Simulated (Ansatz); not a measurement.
# BaCu3 (AuCu3 type): other levels of theory at one geometry

The task here is to estimate one member of a computed series from the others.

Computed with Ansatz 0.2.0 (DFT at several levels, plane waves, PAW, unless a step's input says otherwise).

2 further runs of the same task are left out: 1 that didn't finish, 1 set aside as unsound or not needed. Runs told in other sessions of the task aren't counted.

## The system as given

Symmetry: Pm-3m, No. 221, cubic system. The conventional cell has a = 4.450 Å, b = 4.450 Å, c = 4.450 Å, α = 90.00°, β = 90.00°, γ = 90.00°. Ba (site symmetry m-3m) is surrounded by 12 Cu at 3.15 Å. Cu (site symmetry 4/mmm) has 4 Ba at 3.15 Å and 8 Cu at 3.15 Å in its first shell of neighbours.

Structure file:

```xyz
4
Lattice="4.4500 0.0000 0.0000 0.0000 4.4500 0.0000 0.0000 0.0000 4.4500" Properties=species:S:1:pos:R:3 pbc="T T T"
Ba    0.0000    0.0000    0.0000
Cu    0.0000    2.2250    2.2250
Cu    2.2250    2.2250    0.0000
Cu    2.2250    0.0000    2.2250
```

An earlier run at PBE left this cell at 22.030 Å³/atom and 0.00 GPa (8×8×8 mesh), no gap.

Levels to run: PBE+SOC; r²SCAN; PBEsol; LDA. Hardware: 2 threads of Arm Neoverse V2, shared host.

Set-up of the first run:

Contents of input.yaml:

```yaml
crystal:
  lattice:
    - [4.449973619, 0.0, 0.0]
    - [0.0, 4.449973619, 0.0]
    - [0.0, 0.0, 4.449973619]
  atoms:
    - { symbol: Ba, position: [0.0, 0.0, 0.0] }
    - { symbol: Cu, position: [0.0, 0.5, 0.5] }
    - { symbol: Cu, position: [0.5, 0.5, 0.0] }
    - { symbol: Cu, position: [0.5, 0.0, 0.5] }
basis:
  ecutwfc: 420
  ecutrho_ratio: 4
kpoints:
  mp_grid: { grid: [8, 8, 8] }
hamiltonian:
  xc: pbe
scf:
  occupations: { method: gaussian, width: 0.05 }
output:
  forces: true
  stress: true
  eigenvalues: true
  populations: true
  dos: { projected: true, de: 0.02 }
  write_density: true
  write_potential: true
  elf: true
  volumetric_format: npy
magnetization:
  noncollinear: true
  spin_orbit: true
```

Command:

```console
ansatz run input.yaml --threads 2 --pin off --max-ram 2662MiB --backend cpu --events-out ev --progress --plain --runs-dir out
```

Steps of the session up to this table: PBE+SOC; r²SCAN; PBEsol; LDA.

One table of the session follows, with a row left open; its other results are not shown here.

```
  level  pressure (GPa)
    PBE             0.0
    LDA            -5.4
 PBEsol            -3.4
PBE+SOC               ?
 r²SCAN            -1.1
```

Q: Estimate the row for PBE+SOC from the others.

The run gave: pressure (GPa): -0.1. In the column «pressure (GPa)» it lies between r²SCAN (-1.1) and PBE (0.0).

The pressure runs from -5.4 GPa (LDA) to 0.0 GPa (PBE); a negative pressure means that level wants a smaller cell, a positive one a larger cell. Total energies of different levels have different zeros and can't be compared.
